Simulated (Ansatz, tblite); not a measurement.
**SnH(NHtBu)3 (C₁₂H₃₁N₃Sn): spin states and exact exchange**

Aim: set other spin states of SnH(NHtBu)3 (C₁₂H₃₁N₃Sn) against its singlet, on many levels of theory.

Computed with Ansatz 0.2.0, Gaussian basis. Level: as each input shows.

Levels to be run: triplet, at the geometry of the singlet (GFN1-xTB, GFN2-xTB, PBE0-D4/def2-TZVP, PBE-D4/def2-TZVP, r2SCAN-D4/def2-TZVP); the singlet's energies come from earlier runs.

**1. The structure**

The geometry is that of the singlet, from an earlier relaxation (PBE-D4/def2-SVP).

47 atoms, charge 0, spin multiplicity 1.

Bond lengths: Sn1–H2 1.720 Å, Sn1–N3 2.080 Å, Sn1–N18 2.080 Å, Sn1–N33 2.080 Å, N3–C4 1.476 Å, N3–H8 1.029 Å, C4–C5 1.537 Å, C4–C6 1.541 Å, C4–C7 1.545 Å, C5–H9 1.108 Å, C5–H10 1.111 Å, C5–H11 1.108 Å, C6–H12 1.108 Å, C6–H13 1.109 Å, C6–H14 1.110 Å, C7–H15 1.110 Å, C7–H16 1.111 Å, C7–H17 1.110 Å and more. Angles: H2–Sn1–N3 110.0°, H2–Sn1–N18 110.0°, H2–Sn1–N33 110.0°, N3–Sn1–N18 108.9°, N3–Sn1–N33 108.9°, N18–Sn1–N33 109.0°, Sn1–N3–C4 123.0°, Sn1–N3–H8 109.2°, C4–N3–H8 110.0°, N3–C4–C5 108.7°, N3–C4–C6 107.2°, N3–C4–C7 112.2°, C5–C4–C6 109.5°, C5–C4–C7 109.3°, C6–C4–C7 109.8°, C4–C5–H9 110.9°, C4–C5–H10 111.2°, C4–C5–H11 110.7° and more.

Sn takes a core potential in the def2 sets. No spin-orbit coupling is included.

**2. Triplet at the fixed geometry, GFN1-xTB**

Tight binding, by tblite at 300 K electronic temperature and without a spin-polarisation term:

```python
tblite.interface.Calculator('GFN1-xTB', numbers, positions, charge=0, uhf=2).singlepoint()
```

Energy -1471.8187 eV; 0.13 s.

**3. Triplet at the fixed geometry, GFN2-xTB**

Tight binding, by tblite at 300 K electronic temperature and without a spin-polarisation term:

```python
tblite.interface.Calculator('GFN2-xTB', numbers, positions, charge=0, uhf=2).singlepoint()
```

Energy -1421.4059 eV; 0.093 s.

**4. Triplet at the fixed geometry, PBE0-D4/def2-TZVP**

Input file in.yaml:

```yaml
crystal:
  periodic: [false, false, false]
  atoms:
    - {symbol: Sn, position_ang: [-0.006064, -0.004325, 0.516676]}
    - {symbol: H, position_ang: [-0.011540, -0.014171, 2.236881]}
    - {symbol: N, position_ang: [1.892033, -0.476612, -0.190788]}
    - {symbol: C, position_ang: [3.056983, 0.414461, -0.021344]}
    - {symbol: C, position_ang: [3.147514, 0.833508, 1.454569]}
    - {symbol: C, position_ang: [4.310447, -0.395501, -0.404969]}
    - {symbol: C, position_ang: [2.960024, 1.676976, -0.906491]}
    - {symbol: H, position_ang: [1.820860, -0.781412, -1.171511]}
    - {symbol: H, position_ang: [4.060421, 1.433627, 1.638906]}
    - {symbol: H, position_ang: [2.279109, 1.461208, 1.747530]}
    - {symbol: H, position_ang: [3.171906, -0.056857, 2.114357]}
    - {symbol: H, position_ang: [4.393814, -1.299786, 0.229787]}
    - {symbol: H, position_ang: [5.234120, 0.208261, -0.290426]}
    - {symbol: H, position_ang: [4.254030, -0.726837, -1.463380]}
    - {symbol: H, position_ang: [2.067220, 2.274741, -0.628228]}
    - {symbol: H, position_ang: [2.872338, 1.395228, -1.977236]}
    - {symbol: H, position_ang: [3.856171, 2.324509, -0.802927]}
    - {symbol: N, position_ang: [-0.537283, 1.880102, -0.186730]}
    - {symbol: C, position_ang: [-1.890670, 2.446774, -0.023518]}
    - {symbol: C, position_ang: [-2.301870, 2.325212, 1.452387]}
    - {symbol: C, position_ang: [-1.812216, 3.935005, -0.415101]}
    - {symbol: C, position_ang: [-2.935504, 1.729043, -0.906873]}
    - {symbol: H, position_ang: [-0.231615, 1.972700, -1.165361]}
    - {symbol: H, position_ang: [-3.277770, 2.818072, 1.631988]}
    - {symbol: H, position_ang: [-2.412498, 1.261398, 1.752256]}
    - {symbol: H, position_ang: [-1.543345, 2.794622, 2.110409]}
    - {symbol: H, position_ang: [-1.070282, 4.461086, 0.217736]}
    - {symbol: H, position_ang: [-2.795952, 4.435705, -0.303989]}
    - {symbol: H, position_ang: [-1.496081, 4.045834, -1.473864]}
    - {symbol: H, position_ang: [-3.010181, 0.658630, -0.623059]}
    - {symbol: H, position_ang: [-2.645127, 1.787156, -1.977302]}
    - {symbol: H, position_ang: [-3.943576, 2.184245, -0.808126]}
    - {symbol: N, position_ang: [-1.363265, -1.405204, -0.206033]}
    - {symbol: C, position_ang: [-1.166814, -2.861401, -0.062858]}
    - {symbol: C, position_ang: [-0.831826, -3.172891, 1.404474]}
    - {symbol: C, position_ang: [-2.496507, -3.540913, -0.443484]}
    - {symbol: C, position_ang: [-0.032407, -3.389512, -0.969101]}
    - {symbol: H, position_ang: [-1.600959, -1.175054, -1.180815]}
    - {symbol: H, position_ang: [-0.762195, -4.266282, 1.569386]}
    - {symbol: H, position_ang: [0.147639, -2.735854, 1.693980]}
    - {symbol: H, position_ang: [-1.609504, -2.763629, 2.080082]}
    - {symbol: H, position_ang: [-3.315776, -3.174746, 0.206401]}
    - {symbol: H, position_ang: [-2.429962, -4.644180, -0.347647]}
    - {symbol: H, position_ang: [-2.767629, -3.310165, -1.495377]}
    - {symbol: H, position_ang: [0.933419, -2.919378, -0.689933]}
    - {symbol: H, position_ang: [-0.242648, -3.152485, -2.033617]}
    - {symbol: H, position_ang: [0.083027, -4.490935, -0.887708]}
basis:
  gaussian: {orbitals: def2-TZVP, fitting: {mean_field: def2-universal-jkfit}}
magnetization: {spin_polarized: true, initial_magnetization: 2}
hamiltonian: {xc: pbe0, dispersion: d4}
scf: {omitted_lower_state_checks: [starts]}
output: {orbitals: {seedname: orbitals}}
```

Launch:

```console
$ ansatz run in.yaml --threads 2 --pin off --events-out ev --progress --plain --max-ram 32768MiB --backend cuda --devices 0, --max-vram 18GiB
```

What it wrote:

```text
Functional definition: PBE0
  name "PBE0"
  cite "Adamo & Barone, J. Chem. Phys. 110, 6158 (1999) doi:10.1063/1.478522"
  cite "Perdew, Burke & Ernzerhof, Phys. Rev. Lett. 77, 3865 (1996) doi:10.1103/PhysRevLett.77.3865"
  parent pbe
  parameter a = 0.25
  parameter kappa = 0.804
  parameter beta = 0.06672455060314922
  exchange = (1 - a)*pbe_x(kappa = kappa, mu = beta*pi^2/3) + a*exact_x
  correlation = pbe_c(beta = beta)
these checks for a lower state are left out or cut short: starts
1907 factors; integrals over basis functions are off by at most 5.3e-1 eV
mean field evaluation 1: about -23186.2532 eV, gradient 9.9e1 eV
mean field evaluation 2: about -23105.0767 eV, gradient 1.6e2 eV
mean field evaluation 4: about -23228.8576 eV, gradient 2.9e1 eV
mean field evaluation 8: about -23232.9624 eV, gradient 5.6e0 eV
mean field evaluation 16: about -23233.1391 eV, gradient 1.7e-1 eV
mean field evaluation 32: about -23233.1404 eV, gradient 2.1e-5 eV
mean field -23233.14037946 eV, -853.8021609569 hartree, gradient 6.9e-6 eV, S^2 2.011211; 0 other end points of the search recorded, 0 dependent functions left out
reference -23233.14044932 eV, -853.8021635242 hartree; 74, 72 occupied and 627, 629 virtual orbitals, 1907 factors
Total energy: -23234.40050920 eV, -853.8484698707 hartree
Checks for a lower state left out: starts
```

Wall time 23 s (1 × H100 (card shared with other runs) with 2 threads of AMD EPYC 7R13, shared host); peak host memory 1.4 GiB.

From the report: HOMO -1.83 eV, LUMO -4.63 eV (over both spins; with the spin held, an empty level of the minority spin lies below the top filled one); ⟨S²⟩ 2.011 (pure: 2.00).

**5. Triplet at the fixed geometry, PBE-D4/def2-TZVP**

start.molden holds the orbitals of an earlier run on this state, given as this run's starting guess.

in.yaml, as its differences from that of step 4:

```diff
@@ -51,5 +51,5 @@
 basis:
-  gaussian: {orbitals: def2-TZVP, fitting: {mean_field: def2-universal-jkfit}}
+  gaussian: {orbitals: def2-TZVP, fitting: {mean_field: def2-universal-jkfit}, initial_orbitals: start.molden}
 magnetization: {spin_polarized: true, initial_magnetization: 2}
-hamiltonian: {xc: pbe0, dispersion: d4}
+hamiltonian: {xc: pbe, dispersion: d4}
 scf: {omitted_lower_state_checks: [starts]}
```

Same command.

What it wrote:

```text
Functional definition: PBE
  name "PBE"
  cite "Perdew, Burke & Ernzerhof, Phys. Rev. Lett. 77, 3865 (1996) doi:10.1103/PhysRevLett.77.3865"
  parent pbe
  parameter kappa = 0.804
  parameter beta = 0.06672455060314922
  exchange = pbe_x(kappa = kappa, mu = beta*pi^2/3)
  correlation = pbe_c(beta = beta)
these checks for a lower state are left out or cut short: starts
1907 factors; integrals over basis functions are off by at most 5.3e-1 eV
mean field evaluation 1: about -23230.3198 eV, gradient 1.2e1 eV
mean field evaluation 2: about -23230.7609 eV, gradient 6.8e-1 eV
mean field evaluation 4: about -23230.7137 eV, gradient 3.7e0 eV
mean field evaluation 8: about -23230.8284 eV, gradient 2.7e-3 eV
mean field -23230.82844335 eV, -853.7171988722 hartree, gradient 1.8e-5 eV, S^2 2.004279; 0 other end points of the search recorded, 0 dependent functions left out
reference -23230.82853771 eV, -853.7172023398 hartree; 74, 72 occupied and 627, 629 virtual orbitals, 1907 factors
Total energy: -23232.28184893 eV, -853.7706105420 hartree
Checks for a lower state left out: starts
```

Wall time 15 s (1 × H100 (card shared with other runs) with 2 threads of AMD EPYC 7R13, shared host); peak host memory 1.2 GiB.

Report: HOMO -1.28 eV, LUMO -5.13 eV (over both spins; with the spin held, an empty level of the minority spin lies below the top filled one); ⟨S²⟩ 2.004 (pure: 2.00).

**6. Triplet at the fixed geometry, r2SCAN-D4/def2-TZVP**

in.yaml, as its differences from that of step 5:

```diff
@@ -53,3 +53,3 @@
 magnetization: {spin_polarized: true, initial_magnetization: 2}
-hamiltonian: {xc: pbe, dispersion: d4}
+hamiltonian: {xc: r2scan, dispersion: d4}
 scf: {omitted_lower_state_checks: [starts]}
```

The command is unchanged.

What it wrote (excerpt; [...] marks lines left out):

```text
Functional definition: r2SCAN
  name "r2SCAN"
  cite "Furness, Kaplan, Ning, Perdew & Sun, J. Phys. Chem. Lett. 11, 8208 (2020) doi:10.1021/acs.jpclett.0c02405"
  cite "Furness, Kaplan, Ning, Perdew & Sun, J. Phys. Chem. Lett. 11, 9248 (2020) doi:10.1021/acs.jpclett.0c03077"
  parent r2scan
[...]
1907 factors; integrals over basis functions are off by at most 5.3e-1 eV
[...]
mean field -23246.35645851 eV, -854.2878429037 hartree, gradient 1.7e-5 eV, S^2 2.010108; 0 other end points of the search recorded, 0 dependent functions left out
reference -23246.35648994 eV, -854.2878440588 hartree; 74, 72 occupied and 627, 629 virtual orbitals, 1907 factors
Total energy: -23246.78947146 eV, -854.3037558363 hartree
Checks for a lower state left out: starts
```

It took 18 s on 1 × H100 (card shared with other runs) with 2 threads of AMD EPYC 7R13, shared host; peak host memory 1.4 GiB.

Report: HOMO -1.25 eV, LUMO -5.08 eV (over both spins; with the spin held, an empty level of the minority spin lies below the top filled one); ⟨S²⟩ 2.010 (pure: 2.00).

**7. Triplet less singlet, vertical**

The singlet's energies are those of its earlier runs, whose logs aren't repeated here.

| level | triplet less singlet, vertical (kJ/mol) | time |
| --- | --- | --- |
| GFN1-xTB | +347.0 | 0.21 s |
| GFN2-xTB | +320.0 | 0.14 s |
| PBE-D4/def2-TZVP | +381.7 | 23 s |
| r2SCAN-D4/def2-TZVP | +406.4 | 26 s |
| PBE0-D4/def2-TZVP | +442.8 | 29 s |

Times add the two runs; a level without a time comes out of a correlated run. Tight binding without a spin term can't rank spin states.

**8. Outcome**

```
                                                quantity                                       value
triplet less singlet, vertical, functionals in def2-TZVP  +381.7 (PBE-D4) to +442.8 kJ/mol (PBE0-D4)
```

**Reading.** All functionals put the triplet above the singlet, over a spread of 61.1 kJ/mol. The checks for a lower triplet were left out, so another state of that spin may lie lower. These are electronic energies, without zero-point motion, entropy or surroundings.
